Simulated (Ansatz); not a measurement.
# GeC5N8: the band gap up the ladder of functionals

An exercise on one series of results from a longer session: the logs are not shown, and one member is left open.

Code: Ansatz 0.2.0. PAW datasets, plane waves. The calculation is spin-unpolarised, and the structure need not be a phase that has been made.

## The cell

The cell was relaxed beforehand with r2SCAN.

Space group Pm (No. 6), monoclinic; a = 6.560 Å, b = 2.515 Å, c = 6.682 Å, β = 117.6° in the conventional setting, 6.98 Å³ an atom. Near C stand 4 N at 1.47–1.49 Å; near Ge stand 4 N at 1.72–1.78 Å; near C stand 4 N at 1.46–1.62 Å; near C stand 4 N at 1.38–1.50 Å; near C stand 4 N at 1.50–1.54 Å.

Coordinates:

```xyz
14
Lattice="6.8641 0.0000 0.0701 0.0000 2.5147 0.0000 -3.3718 0.0000 5.6267" Properties=species:S:1:pos:R:3 pbc="T T T"
C     1.1883    1.2573    4.5633
Ge    4.9515    0.0000    1.3992
C     3.1854    0.0000    3.4748
C     0.3049    1.2573    2.3260
C    -1.3934    1.2573    4.3543
C     2.1306    0.0000    1.0891
N    -0.0239    1.2573    3.7178
N     3.2947    0.0000    2.0161
N     2.5610    1.2573    3.9793
N     1.0990    0.0000    5.3102
N    -2.1179    0.0000    3.8448
N     6.1245    1.2573    1.5003
N     1.0842    0.0000    2.0725
N     2.0576    1.2573    0.2301
```

The first run:

Input file input.yaml:

```yaml
crystal:
  lattice:
    - [6.8641455053, 0.0, 0.0701345022]
    - [0.0, 2.5146842583, 0.0]
    - [-3.3717956217, 0.0, 5.6266932975]
  atoms:
    - { symbol: C, position: [0.5680206984, 0.5, 0.8039278389] }
    - { symbol: Ge, position: [0.8383747026, 0.0, 0.2382285294] }
    - { symbol: C, position: [0.7627503624, 0.0, 0.6080481964] }
    - { symbol: C, position: [0.2459702094, 0.5, 0.4103165287] }
    - { symbol: C, position: [0.17606273, 0.5, 0.7716657047] }
    - { symbol: C, position: [0.403007527, 0.0, 0.1885406181] }
    - { symbol: "N", position: [0.3191350731, 0.5, 0.6567592434] }
    - { symbol: "N", position: [0.6520066547, 0.0, 0.3501858815] }
    - { symbol: "N", position: [0.716113291, 0.5, 0.6982978619] }
    - { symbol: "N", position: [0.6198903832, 0.0, 0.9360195968] }
    - { symbol: "N", position: [0.0269494858, 0.0, 0.6829777953] }
    - { symbol: "N", position: [1.0169944113, 0.5, 0.2539591027] }
    - { symbol: "N", position: [0.3368233127, 0.0, 0.3641362867] }
    - { symbol: "N", position: [0.3179011585, 0.5, 0.0369368157] }
kpoints:
  mp_grid: { grid: [4, 10, 4] }
  band_path:
    path:
      - [0.0, 0.0, 0.0]
      - [-6.13134245594e-19, 0.5, -1.594314753865e-34]
      - [0.5, 0.5, -1.230762970768e-17]
      - [0.5, -2.397098305975e-35, -1.230762970768e-17]
      - [0.0, 0.0, 0.0]
      - [-1.252823052874e-16, -2.327321298278e-19, 0.5]
      - [-1.252823052874e-16, 0.5, 0.5]
      - [-6.13134245594e-19, 0.5, -1.594314753865e-34]
      - [-0.5, 0.5, 0.5]
      - [-0.5, -2.327321298278e-19, 0.5]
      - [0.0, 0.0, 0.0]
    npoints: 10
hamiltonian:
  xc: pbe
scf:
  occupations: { method: fermi_dirac, width: 0.02 }
  n_extra_bands: 7
output:
  forces: true
  stress: true
  eigenvalues: true
```

Steps of the session up to this table: Band structure with PBE; r2SCAN; HSE06 at the same geometry; PBE+SOC; PBE0.

One table of the session follows, with a row left open; its other results are not shown here.

```
  level  gap (eV)
    PBE      2.56
 r2SCAN      2.99
  HSE06         ?
PBE+SOC      2.56
   PBE0      4.76
```

Q: Estimate the row for HSE06 from the others.

**Answer.** gap (eV): 3.99. In the column «gap (eV)» it lies between r2SCAN (2.99) and PBE0 (4.76).

Meshes: PBE 4×10×4, r2SCAN 4×10×4, HSE06 4×6×4, PBE+SOC 4×10×4, PBE0 4×6×4

In words: The gap runs from 2.56 eV (PBE+SOC) to 4.76 eV (PBE0). PBE reaches 64 % of the HSE06 value, and r2SCAN 75 %. PBE0 lies 0.77 eV above HSE06, which differs from it by screening the long-range exchange.

To keep in mind: Warnings in the runs' records: stress exchange threshold loose, stress scf threshold loose.
